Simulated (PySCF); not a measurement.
# C8H8O2S: the cost of one run

The runs use PySCF 2.14.0, with density-fitted response routines of our own; the level of theory stands in each step. All values are computed, except where a source is named. Atoms are numbered from 0 throughout.

## (1) Starting geometry

19 atoms, charge 0, multiplicity 1; geometry from: GFN2-xTB.

Bonds of the start (Å): O0–C1 1.20, C1–O2 1.34, C1–C3 1.50, C3–S4 1.84, S4–C5 1.78, C5–C6 1.39, C6–C7 1.38, C7–C8 1.38, C8–C9 1.38, C9–C10 1.38, C10–C5 1.39, O2–H11 0.97, C3–H12 1.09, C3–H13 1.09, C6–H14 1.08, C7–H15 1.08, C8–H16 1.08, C9–H17 1.08, C10–H18 1.08.

## (2) Geometry optimisation at PBE0-D3(BJ)/def2-SVP

What the job is given:

```
{"job": {"xc": "PBE0", "basis": "def2-SVP", "d3": "d3bj", "grid": 2, "kind": "geom"}, "charge": 0, "multiplicity": 1}
O      1.297330     0.311160     1.701420
C      1.961400     0.118620     0.718660
O      2.832180     1.010650     0.239640
C      1.886780    -1.110410    -0.141420
S      0.721520    -0.742210    -1.510970
C     -0.715490    -0.228820    -0.587300
C     -1.291530     0.994860    -0.891880
C     -2.402900     1.420750    -0.187100
C     -2.930020     0.631300     0.821010
C     -2.355680    -0.594730     1.112470
C     -1.252970    -1.034280     0.403760
H      2.820570     1.820630     0.773540
H      1.529860    -1.967820     0.424900
H      2.839120    -1.316140    -0.623770
H     -0.863170     1.603810    -1.673650
H     -2.849490     2.376450    -0.418580
H     -3.788120     0.971510     1.381070
H     -2.768340    -1.214720     1.894250
H     -0.813940    -1.994930     0.624990
```

**Question.** How long does this first job take on 8 threads of Intel Xeon Platinum 8488C (Sapphire Rapids), shared host?

About 2.6 min.
